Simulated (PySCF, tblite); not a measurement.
# CH6AsNSi2, a small molecule taken as a stand-in for a surface group (As on Si): NMR shifts, core binding energies and electronic excitations

What NMR shifts, core binding energies and electronic excitations should one expect for `N#C[As]([SiH3])[SiH3]`?

Computed with tblite 0.8.0 and PySCF 2.14.0; each step states its level. No surroundings beyond the atoms listed, unless a continuum is named. Atoms count from 0, parts from 1.

## (1) The system as given

11 atoms, charge 0, multiplicity 1; geometry: distance geometry start.

## (2) Geometry optimisation with GFN2-xTB

The job: settings as JSON, then the geometry in Å.

```
{"job": {"kind": "relax", "xc": "GFN2-xTB", "basis": "xTB"}, "charge": 0, "multiplicity": 1}
Si     0.563266    -2.184659     0.091027
As     0.965737     0.088677    -0.098946
Si     0.072879     1.114561    -1.893720
C      2.705124     0.664830     0.453853
N      3.974765     0.985906     1.096662
H     -0.676768    -2.482701    -0.559405
H      0.512030    -2.571566     1.445633
H      1.608728    -2.907069    -0.574319
H      0.988494     2.102512    -2.409598
H     -0.200833     0.159508    -2.931582
H     -1.141300     1.773175    -1.537693
```

Method: GFN2-xTB geometry optimisation, gas phase.

Started as:

```sh
$ OMP_NUM_THREADS=1 python cluster_run.py task.json out
```

This one command runs all jobs of the session in turn.

**Question.** The jobs that follow are: PBE0-D3(BJ)/def2-SVP geometry optimisation, gas phase; GIAO PBE0/pcSseg-2 NMR shielding, non-relativistic, gas phase; delta-SCF UKS SCAN, pcX-2 on the ionised atom, pcseg-1 elsewhere, spin-free X2C; TDDFT CAM-B3LYP/def2-SVPD, vertical, gas phase, core orbitals frozen in the response. Predict: point group; rotational constants (main isotopes); 13C shifts against TMS (PBE0/pcSseg-2); 1H shifts against TMS (PBE0/pcSseg-2, means over atoms taken as alike); 29Si shifts against TMS (PBE0/pcSseg-2, means over atoms taken as alike); 75As shifts against AsH3 (PBE0/pcSseg-2); 15N shifts against NH3 (PBE0/pcSseg-2); Si2p binding energies, SCAN/pcX-2; C1s binding energies, SCAN/pcX-2; N1s binding energies, SCAN/pcX-2; lowest singlet (CAM-B3LYP/def2-SVPD); brightest single state of those computed; lowest triplet; vertical ionisation energy (ΔSCF).

**Answer**, as computed:

| quantity | value |
| --- | --- |
| point group | Cs |
| rotational constants (main isotopes) | 1.87, 1.82, 1.28 GHz |
| 13C shifts against TMS (PBE0/pcSseg-2) | 125.6 ppm |
| 1H shifts against TMS (PBE0/pcSseg-2, means over atoms taken as alike) | 4.49, 4.37, 4.19 ppm |
| 29Si shifts against TMS (PBE0/pcSseg-2, means over atoms taken as alike) | -63.5 ppm |
| 75As shifts against AsH3 (PBE0/pcSseg-2) | 38 ppm |
| 15N shifts against NH3 (PBE0/pcSseg-2) | 362.5 ppm |
| Si2p binding energies, SCAN/pcX-2 | Si0 107.43 eV |
| C1s binding energies, SCAN/pcX-2 | C3 291.58 eV |
| N1s binding energies, SCAN/pcX-2 | N4 404.49 eV |
| lowest singlet (CAM-B3LYP/def2-SVPD) | 5.95 eV (208 nm), f = 0.039 |
| brightest single state of those computed | state 6, 6.81 eV, f = 0.134 |
| lowest triplet | 5.14 eV |
| vertical ionisation energy (ΔSCF) | 9.75 eV |

What this shows: The start of the PBE0/def2-SVP relaxation was shaken at random by about 0.01 Å, so part of the energy gained, and of the first lengths quoted, undoes that. Relaxing lowered the energy by 0.232 eV in 5 steps; the close pair that moved most is C3–N4, from 1.114 to 1.162 Å (PBE0/def2-SVP). Hydrogens of an XH3 group are listed apart at this fixed geometry; free rotation makes them one line at their mean. At PBE0/pcSseg-2: The largest span, 612 ppm, is at N4, where the paramagnetic term is -433 ppm. The first singlet state (HOMO→LUMO 0.59, HOMO→LUMO+2 0.23) lies at 5.95 eV and is weak; of the 6 states computed, the strongest absorption comes from state 6 at 6.81 eV (the last computed, so partners may be missing). The lowest triplet lies 0.82 eV below the lowest singlet (triplets in Tamm-Dancoff, singlets in full TDDFT). The orbital energy would give 9.04 eV for ionisation, ΔSCF gives 9.75 eV. Spin-orbit coupling is left out, which matters for shieldings and couplings at and beside the heavy atoms. A capped cluster stands for the solid here, so long-range fields and strain are missing, and bands or shifts of the capping hydrogens have no counterpart in it.
